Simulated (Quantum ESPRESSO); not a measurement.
Crystal: NbTe.

```xyz
2
Lattice="3.7030 0.0000 0.0000 -1.8515 3.2069 0.0000 0.0000 0.0000 3.6942" Properties=species:S:1:pos:R:3 pbc="T T T"
Te    1.8515    1.0690    0.0000
Nb    0.0000    0.0000    1.8471
```

The cell comes from a database or a generator and needn't be the stable form of this composition.

* Program: Quantum ESPRESSO 7.5
* Task: single point
* Functional: PBE
* Potentials or basis: SSSP 1.3 efficiency PBE
* Cutoff: 748 eV
* Density cutoff: 5987 eV
* k mesh: 8 × 8 × 7
* Occupations: fermi-dirac, width 0.05 eV
* Spin: no spin polarisation

On this cell: pressure 0.0 GPa; largest force under 0.003 eV/Å; band gap on the k mesh none (metal or under the smearing width).

The same run follows on a disturbed copy (atoms moved at random, drawn with an rms of 0.05 Å):

```
Te Nb
1.0
     3.70297    0.00000    0.00000
    -1.85149    3.20687    0.00000
     0.00000    0.00000    3.69421
Te Nb
1 1
Cartesian
  1.8537 1.0567 -0.0208
  0.0075 -0.0087 1.8724
```

Question: What changes?

Answer: The energy (extrapolated to zero smearing) moves by +5.4 meV/atom; pressure 0.1 GPa; largest force 0.463 eV/Å; band gap on the k mesh none (metal or under the smearing width).

Forces on the atoms (eV/Å):
```
Te   0.052  0.034  0.458
Nb  -0.052 -0.034 -0.458
```

Stress tensor (GPa, compression positive):
```
 0.02  0.13  0.03
 0.13 -0.15  0.02
 0.03  0.02  0.51
```
